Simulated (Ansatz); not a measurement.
AsF: a scan of the bond length, run with Ansatz 0.2.0, Python API.

`asf_scan.py`:
```python
import logging
import sys

import ansatz as az
from ase.data import atomic_masses, atomic_numbers
import numpy as np

logging.basicConfig(stream=sys.stdout, format="%(name)s: %(message)s")
logger = logging.getLogger("ansatz_job")
logger.setLevel(logging.INFO)

GEOMETRY = """
As    0.00000    0.00000    0.00000
F     0.00000    0.00000    1.79000
"""

system = az.Crystal.molecule()
for line in GEOMETRY.strip().splitlines():
    symbol, *xyz = line.split()
    system = system.atom(symbol, [float(v) for v in xyz])

symbols = [site.symbol for site in system.cartesian_sites]
start = np.array([site.position_ang for site in system.cartesian_sites])
axis = (start[1] - start[0]) / np.linalg.norm(start[1] - start[0])
moving = [1]
lengths, energies = [1.575, 1.647, 1.718, 1.79, 1.862, 1.933, 2.005, 2.112], []
for length in lengths:
    xyz = start.copy()
    xyz[moving] += (length - np.linalg.norm(start[1] - start[0])) * axis
    point = az.Crystal.molecule()
    for symbol, place in zip(symbols, xyz):
        point = point.atom(symbol, place.tolist())
    model = point.calculation().basis(gaussian="def2-SVP").functional("b3lyp").spin("collinear", total=2)
    summary = model.run(threads=1).report
    energies.append(summary["free_energy_ev"])
    logger.info(f"r = {length:6.3f} A  E = {energies[-1]:.5f} eV  <S^2> = {abs(summary['mean_field']['state']['spin_squared']):.3f}")

fit = np.polynomial.Polynomial.fit(lengths, np.array(energies) - min(energies), 4).convert()
roots = [r.real for r in fit.deriv().roots() if abs(r.imag) < 1e-9 and fit.deriv(2)(r.real) > 0]
r_e = min(roots, key=lambda r: abs(r - lengths[int(np.argmin(energies))]))
logger.info(f"minimum of the fit at {r_e:.4f} A, force constant {fit.deriv(2)(r_e):.2f} eV/A^2")
m1, m2 = (atomic_masses[atomic_numbers[s]] for s in symbols)
mu = m1 * m2 / (m1 + m2)
logger.info(f"harmonic wavenumber {521.4709 * np.sqrt(fit.deriv(2)(r_e) / mu):.0f} 1/cm, rotational constant {16.857629 / (mu * r_e ** 2):.4f} 1/cm")
```

From its runs, with one value withheld:

| r (Å) | E less the lowest row shown (eV) |
| --- | --- |
| 1.575 | 0.6231 |
| 1.647 | 0.1940 |
| 1.718 | 0.0130 |
| 1.790 | 0.0000 |
| 1.862 | 0.1053 |
| 1.933 | ? |
| 2.005 | 0.5236 |

What is the missing energy at 1.933 Å?

A cubic in 1/r through the 6 rows shown, E = -2.8424 +87.2499/r -280.7485/r² +239.2841/r³ (eV, Å), gives 0.2875 eV at 1.933 Å. The run gave 0.2874 eV, a miss of 0.1 meV.

Notes:
- The basis set is modest, and single-reference methods fail as a bond breaks.
- The run takes the species as open-shell (spin multiplicity 3), which needn't be its ground state.
- b3lyp holds the VWN-RPA fit, as in Gaussian; the form of ORCA and Turbomole is b3lyp5.
- The spin state was assumed, and another may lie lower.
- Run time: 9.7 s on 1 thread of Arm Neoverse V2, with other jobs on the host, peak memory 0.18 GiB.
